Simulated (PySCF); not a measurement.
# C₃H₈FPSi: magnetic properties

What do calculations give for the magnetic properties of C₃H₈FPSi (`C[Si@@]1(P)C[C@H]1F`)?

Programs: PySCF 2.14.0, with routines of our own; each step states its level. All values are computed. Atoms count from 0.

### 1 The starting structure

14 atoms, charge 0, multiplicity 1; geometry from: GFN2-xTB.

### 2 Geometry optimisation at PBE0-D3(BJ)/def2-SVP

The job: settings as JSON, then the geometry in Å.

```
{"job": {"xc": "PBE0", "basis": "def2-SVP", "d3": "d3bj", "grid": 1, "kind": "geom"}, "charge": 0, "multiplicity": 1}
C     -1.432939    -1.387008    -0.066213
Si     0.103345    -0.296705     0.159689
P      1.865722    -1.281206     1.132816
C      0.258689     1.241820    -0.944473
C     -0.191580     1.557708     0.488296
F     -1.475149     2.038250     0.585140
H     -1.649545    -1.931977     0.847676
H     -2.294477    -0.775056    -0.309395
H     -1.291179    -2.111624    -0.862125
H      2.765730    -0.294071     0.766009
H      2.169179    -2.050866     0.022065
H      1.214775     1.657282    -1.232020
H     -0.496979     1.436364    -1.692949
H      0.453732     2.196617     1.083318
```

Started as:

```
> OMP_NUM_THREADS=1 python excited_run.py task.json out
```

One launch serves the whole session: the jobs run in the order shown.

The program printed:

```text
step   0  E = -848.94428974  max force = 0.019488
step   1  E = -848.94811022  max force = 0.003400
step   2  E = -848.94841337  max force = 0.002387
step   3  E = -848.94853849  max force = 0.001345
step   4  E = -848.94861213  max force = 0.001378
step   5  E = -848.94864385  max force = 0.000992
step   6  E = -848.94865387  max force = 0.000487
step   7  E = -848.94866019  max force = 0.000494
step   8  E = -848.94866519  max force = 0.000663
step   9  E = -848.94866900  max force = 0.000918
step  10  E = -848.94867375  max force = 0.000724
step  11  E = -848.94867846  max force = 0.000307
optimisation converged
```

Wall time 57 s (1 thread of Arm Neoverse V1, shared host); peak memory 0.58 GiB.

Along the way:

| step | energy from step 0 (eV) | largest force component (eV/Å) |
| --- | --- | --- |
| 0 | 0.0000 | 1.0021 |
| 1 | -0.1040 | 0.1748 |
| 2 | -0.1122 | 0.1227 |
| 3 | -0.1156 | 0.0692 |
| 4 | -0.1176 | 0.0709 |
| 5 | -0.1185 | 0.0510 |
| 6 | -0.1188 | 0.0250 |
| 7 | -0.1189 | 0.0254 |
| 8 | -0.1191 | 0.0341 |
| 9 | -0.1192 | 0.0472 |
| 10 | -0.1193 | 0.0372 |
| 11 | -0.1194 | 0.0158 |

Close pairs (by a distance rule), those that changed most:

| bond | before (Å) | after (Å) | change (Å) |
| --- | --- | --- | --- |
| P2–H10 | 1.385 | 1.430 | +0.045 |
| P2–H9 | 1.385 | 1.428 | +0.043 |
| Si1–C4 | 1.906 | 1.875 | -0.032 |
| Si1–C3 | 1.900 | 1.870 | -0.030 |
| C0–Si1 | 1.897 | 1.867 | -0.030 |
| C3–H12 | 1.081 | 1.098 | +0.017 |
| C0–H7 | 1.084 | 1.100 | +0.016 |
| C0–H6 | 1.086 | 1.100 | +0.015 |

The end geometry stands in the next job.

```
                         at the end point                value
  point group (found at 0.08 Å tolerance)                   C1
rotational constants (GHz, main isotopes)  3.442, 1.382, 1.176
                        dipole moment (D)                 1.66
```

### 3 Magnetic properties: GIAO B97-2/pcSseg-1

The job: settings as JSON, then the geometry in Å.

```
{"job": {"kind": "mag", "xc": "B97-2", "basis": "pcSseg-1", "isotopologues": 2}, "charge": 0, "multiplicity": 1}
C     -1.481690    -1.314322     0.148529
Si     0.075200    -0.285210     0.204227
P      1.830610    -1.221500     1.260299
C      0.266759     1.025359    -1.115415
C     -0.136664     1.576879     0.252197
F     -1.386679     2.130472     0.315140
H     -1.713867    -1.716874     1.146029
H     -2.316226    -0.670856    -0.168217
H     -1.394062    -2.155302    -0.555330
H      2.663096    -0.083428     1.031574
H      2.307019    -1.912916     0.102875
H      1.225321     1.353046    -1.533389
H     -0.545991     1.054545    -1.852967
H      0.605403     2.221603     0.743122
```

Level: GIAO B97-2/pcSseg-1 magnetisability, rotational g tensor and spin-rotation constants, non-relativistic, gas phase.

The program printed:

```text
coarse grid: 12552 points
cycle   1  E = -849.6035571354  dE =  4.712e-01  |g| = 5.656e-01  |ddm| = 3.330e+00
cycle   2  E = -849.5603434336  dE =  4.321e-02  |g| = 7.617e-01  |ddm| = 1.150e+00
cycle   3  E = -849.6699764388  dE = -1.096e-01  |g| = 6.617e-02  |ddm| = 7.021e-01
cycle   4  E = -849.6707393790  dE = -7.629e-04  |g| = 2.764e-02  |ddm| = 8.475e-02
cycle   5  E = -849.6708911577  dE = -1.518e-04  |g| = 6.315e-03  |ddm| = 2.617e-02
cycle   6  E = -849.6709006581  dE = -9.500e-06  |g| = 2.219e-03  |ddm| = 1.057e-02
final grid: 112056 points
cycle   7  E = -849.7020201975  dE = -4.546e-05  |g| = 6.825e-03  |ddm| = 2.630e-02
cycle   8  E = -849.7020147079  dE =  5.490e-06  |g| = 8.540e-03  |ddm| = 1.382e-02
cycle   9  E = -849.7020276197  dE = -1.291e-05  |g| = 7.841e-04  |ddm| = 8.346e-03
cycle  10  E = -849.7020276958  dE = -7.603e-08  |g| = 2.168e-04  |ddm| = 8.278e-04
cycle  11  E = -849.7020277081  dE = -1.230e-08  |g| = 4.601e-05  |ddm| = 3.516e-04
cycle  12  E = -849.7020277085  dE = -4.416e-10  |g| = 1.896e-05  |ddm| = 6.610e-05
converged SCF energy = -849.7020277085

Magnetisability tensor (1e-30 J/T^2)
    -1570.40       33.87      -21.40
       33.87    -1336.15      -20.19
      -21.40      -20.19    -1329.13
isotropic -1411.90   principal values   -1576.57  -1352.56  -1306.55
isotropic susceptibility -85.026 1e-6 cm^3/mol

Inertial axes            a          b          c
rot. const./GHz      3.4416     1.3820     1.1759
chi total           -87.976    -86.297    -80.806
chi diamagnetic    -477.790   -907.539  -1078.110
chi paramagnetic    389.814    821.242    997.304
quadrupole/D A       -8.702      8.299      0.403
g nuclear            0.6290     0.5251     0.5436
g electronic        -0.6303    -0.5332    -0.5510
g total             -0.0013    -0.0081    -0.0074

Spin-rotation constants (kHz, H = +C I.J)
atom  isotope        aa         bb         cc
  2    31P        3.346      1.107      1.186
  5    19F        1.708      0.477      0.062
  6     1H       -0.338     -0.115     -0.033
  7     1H       -0.007     -0.134     -0.136
  8     1H       -0.312     -0.096     -0.056
  9     1H       -0.342      0.004     -0.134
 10     1H       -0.299     -0.151     -0.001
 11     1H       -0.363     -0.035     -0.080
 12     1H       -0.193     -0.108     -0.081
 13     1H       -0.349      0.066     -0.089
  0    13C*       0.321      0.172      0.126
  1   29Si*      -1.759     -0.624     -0.739
  3    13C*       0.407      0.185      0.190
  4    13C*       0.570      0.355      0.334
* in the singly substituted isotopologue

Isotopologues: g along a, b, c
2H    at 6,7,8,9,10,11,    -0.0010    -0.0076    -0.0067
13C   at 0                 -0.0013    -0.0081    -0.0073
```

It took 18 s on 1 thread of Arm Neoverse V1, shared host; peak memory 0.81 GiB.

From this job:

```
              quantity                      value
       magnetisability           -1412·10⁻³⁰ J/T²
  molar susceptibility         -85.0·10⁻⁶ cm³/mol
rotational g (a, b, c)  -0.0013, -0.0081, -0.0074
```

### 4 Magnetic properties: GIAO X3LYP/pcseg-1

The job, as its differences from that of step 3:

```diff
@@ -1,2 +1,2 @@
-{"job": {"kind": "mag", "xc": "B97-2", "basis": "pcSseg-1", "isotopologues": 2}, "charge": 0, "multiplicity": 1}
+{"job": {"kind": "mag", "xc": "X3LYP", "basis": "pcseg-1", "scf": {"damp": 0.3}}, "charge": 0, "multiplicity": 1}
 C     -1.481690    -1.314322     0.148529
```

With the program's defaults for keys left out, this is: GIAO X3LYP/pcseg-1 magnetisability, rotational g tensor and spin-rotation constants, non-relativistic, gas phase.

The program printed:

```text
damping 0.30 in the first 6 cycles
final grid: 112056 points
cycle   1  E = -849.5161551925  dE =  4.885e-01  |g| = 5.205e-01  |ddm| = 3.733e+00
cycle   2  E = -849.5537166929  dE = -3.756e-02  |g| = 3.432e-01  |ddm| = 8.350e-01
cycle   3  E = -849.5671083869  dE = -1.339e-02  |g| = 2.364e-01  |ddm| = 5.275e-01
cycle   4  E = -849.5728958181  dE = -5.787e-03  |g| = 1.688e-01  |ddm| = 3.731e-01
cycle   5  E = -849.5756474730  dE = -2.752e-03  |g| = 1.220e-01  |ddm| = 2.651e-01
cycle   6  E = -849.5723668692  dE =  3.281e-03  |g| = 1.819e-01  |ddm| = 2.731e-01
cycle   7  E = -849.5657399787  dE =  6.627e-03  |g| = 2.659e-01  |ddm| = 3.900e-01
cycle   8  E = -849.5784344162  dE = -1.269e-02  |g| = 6.509e-03  |ddm| = 2.225e-01
cycle   9  E = -849.5784450872  dE = -1.067e-05  |g| = 1.566e-03  |ddm| = 8.345e-03
cycle  10  E = -849.5784455830  dE = -4.957e-07  |g| = 5.556e-04  |ddm| = 1.849e-03
cycle  11  E = -849.5784456656  dE = -8.266e-08  |g| = 8.372e-05  |ddm| = 7.004e-04
cycle  12  E = -849.5784456677  dE = -2.080e-09  |g| = 1.956e-05  |ddm| = 1.590e-04
cycle  13  E = -849.5784456678  dE = -1.162e-10  |g| = 5.485e-06  |ddm| = 3.653e-05
converged SCF energy = -849.5784456678

Magnetisability tensor (1e-30 J/T^2)
    -1563.88       34.79      -21.01
       34.79    -1330.36      -20.78
      -21.01      -20.78    -1326.11
isotropic -1406.78   principal values   -1570.26  -1348.58  -1301.51
isotropic susceptibility -84.719 1e-6 cm^3/mol

Inertial axes            a          b          c
rot. const./GHz      3.4416     1.3820     1.1759
chi total           -87.650    -85.871    -80.634
chi diamagnetic    -478.579   -908.260  -1078.820
chi paramagnetic    390.929    822.388    998.187
quadrupole/D A       -8.618      8.265      0.353
g nuclear            0.6290     0.5251     0.5436
g electronic        -0.6321    -0.5339    -0.5514
g total             -0.0031    -0.0089    -0.0079

Spin-rotation constants (kHz, H = +C I.J)
atom  isotope        aa         bb         cc
  2    31P        3.469      1.155      1.210
  5    19F        1.645      0.475      0.041
  6     1H       -0.342     -0.117     -0.034
  7     1H       -0.008     -0.136     -0.138
  8     1H       -0.316     -0.098     -0.057
  9     1H       -0.347      0.005     -0.135
 10     1H       -0.303     -0.153     -0.001
 11     1H       -0.368     -0.035     -0.081
 12     1H       -0.198     -0.109     -0.083
 13     1H       -0.353      0.065     -0.091
  0    13C*       0.297      0.157      0.115
  1   29Si*      -1.821     -0.642     -0.770
  3    13C*       0.377      0.177      0.183
  4    13C*       0.537      0.349      0.328
* in the singly substituted isotopologue
```

Wall time 17 s (1 thread of Arm Neoverse V1, shared host); peak memory 0.7 GiB.

In short:

```
              quantity                      value
       magnetisability           -1407·10⁻³⁰ J/T²
  molar susceptibility         -84.7·10⁻⁶ cm³/mol
rotational g (a, b, c)  -0.0031, -0.0089, -0.0079
```

### 5 Magnetic properties: common gauge origin HSE06/ANO-RCC-VDZP

The job, as its differences from that of step 4:

```diff
@@ -1,2 +1,2 @@
-{"job": {"kind": "mag", "xc": "X3LYP", "basis": "pcseg-1", "scf": {"damp": 0.3}}, "charge": 0, "multiplicity": 1}
+{"job": {"kind": "mag", "xc": "HSE06", "basis": "ANO-RCC-VDZP", "gauge": [0, 0, 0]}, "charge": 0, "multiplicity": 1}
 C     -1.481690    -1.314322     0.148529
```

Method: common gauge origin HSE06/ANO-RCC-VDZP magnetisability, rotational g tensor and spin-rotation constants, non-relativistic, gas phase.

The program printed:

```text
coarse grid: 12552 points
cycle   1  E = -849.0421662186  dE =  5.042e-01  |g| = 5.426e-01  |ddm| = 4.913e+00
cycle   2  E = -848.9817718528  dE =  6.039e-02  |g| = 7.618e-01  |ddm| = 1.325e+00
cycle   3  E = -849.1096692181  dE = -1.279e-01  |g| = 8.416e-02  |ddm| = 8.195e-01
cycle   4  E = -849.1111338317  dE = -1.465e-03  |g| = 2.964e-02  |ddm| = 1.109e-01
cycle   5  E = -849.1113342874  dE = -2.005e-04  |g| = 7.739e-03  |ddm| = 3.697e-02
cycle   6  E = -849.1113506564  dE = -1.637e-05  |g| = 1.839e-03  |ddm| = 1.186e-02
cycle   7  E = -849.1113517394  dE = -1.083e-06  |g| = 4.222e-04  |ddm| = 2.973e-03
final grid: 112056 points
cycle   8  E = -849.1198109720  dE = -2.869e-05  |g| = 7.977e-03  |ddm| = 3.377e-02
cycle   9  E = -849.1197930471  dE =  1.792e-05  |g| = 1.252e-02  |ddm| = 1.560e-02
cycle  10  E = -849.1198238460  dE = -3.080e-05  |g| = 8.294e-04  |ddm| = 9.823e-03
cycle  11  E = -849.1198240454  dE = -1.993e-07  |g| = 2.085e-04  |ddm| = 1.060e-03
cycle  12  E = -849.1198240563  dE = -1.095e-08  |g| = 4.784e-05  |ddm| = 2.503e-04
cycle  13  E = -849.1198240568  dE = -4.966e-10  |g| = 2.146e-05  |ddm| = 8.465e-05
converged SCF energy = -849.1198240568

Magnetisability tensor (1e-30 J/T^2)
    -5183.55    -1903.14     1024.00
    -1903.14    -5057.60     -936.05
     1024.00     -936.05    -6810.56
isotropic -5683.90   principal values   -7305.33  -7001.79  -2744.59
isotropic susceptibility -342.293 1e-6 cm^3/mol

Inertial axes            a          b          c
rot. const./GHz      3.4416     1.3820     1.1759
chi total          -166.481   -421.906   -438.491
chi diamagnetic    -476.709   -906.832  -1077.343
chi paramagnetic    310.228    484.926    638.851
quadrupole/D A       -9.091      8.544      0.547
g nuclear            0.6290     0.5251     0.5436
g electronic        -0.5016    -0.3148    -0.3529
g total              0.1274     0.2102     0.1906

Spin-rotation constants (kHz, H = +C I.J)
atom  isotope        aa         bb         cc
  2    31P        2.991      1.188      1.088
  5    19F        1.502     -0.105     -0.192
  6     1H       -0.153     -0.302     -0.085
  7     1H        0.072     -0.310     -0.226
  8     1H        0.046     -0.233     -0.042
  9     1H        0.014     -0.391     -0.283
 10     1H       -0.805      0.111      0.276
 11     1H       -0.064     -0.198     -0.242
 12     1H       -0.324     -0.121     -0.220
 13     1H       -0.232     -0.312     -0.317
  0    13C*       0.238      0.088      0.054
  1   29Si*      -1.577     -0.470     -0.595
  3    13C*       0.276      0.084      0.089
  4    13C*       0.411      0.157      0.172
* in the singly substituted isotopologue
```

Wall time 54 s (1 thread of Arm Neoverse V1, shared host); peak memory 0.77 GiB.

The run ended normally, but its values are not to be used for the molecule: a common gauge origin replaces GIAOs, so the magnetic properties depend on where the origin lies.

### 6 Magnetic properties side by side

| level | ξ (10⁻³⁰ J/T²) | g(a) | g(b) | gap (eV) | functions | time |
| --- | --- | --- | --- | --- | --- | --- |
| GIAO B97-2/pcSseg-1 | -1412 | -0.0013 | -0.0081 | 6.58 | 156 | 18 s |
| GIAO X3LYP/pcseg-1 | -1407 | -0.0031 | -0.0089 | 6.54 | 132 | 17 s |

### 7 Summary of results

| quantity | value |
| --- | --- |
| point group | C1 |
| rotational constants (main isotopes) | 3.44, 1.38, 1.18 GHz |
| magnetisability (step 3, GIAO B97-2/pcSseg-1) | -1412·10⁻³⁰ J/T² |
| molar susceptibility (step 3, GIAO B97-2/pcSseg-1) | -85.0·10⁻⁶ cm³/mol |
| rotational g (a, b, c) (step 3, GIAO B97-2/pcSseg-1) | -0.0013, -0.0081, -0.0074 |
| magnetisability over the levels | -1412 to -1407·10⁻³⁰ J/T² |
| runs | 0 failed, 1 ended on unsound input |

What this shows: The optimisation took 11 steps and gained 0.119 eV; among the close pairs (by a distance rule), P2–H10 changed most, from 1.385 to 1.430 Å. No frequency check was run at this level, so the end point may be a saddle. The magnetisability spreads by 0.4 % over 2 levels of like cost. Two levels can agree by chance, so this spread shows no convergence. Vibrational averaging and real surroundings are missing from these values.
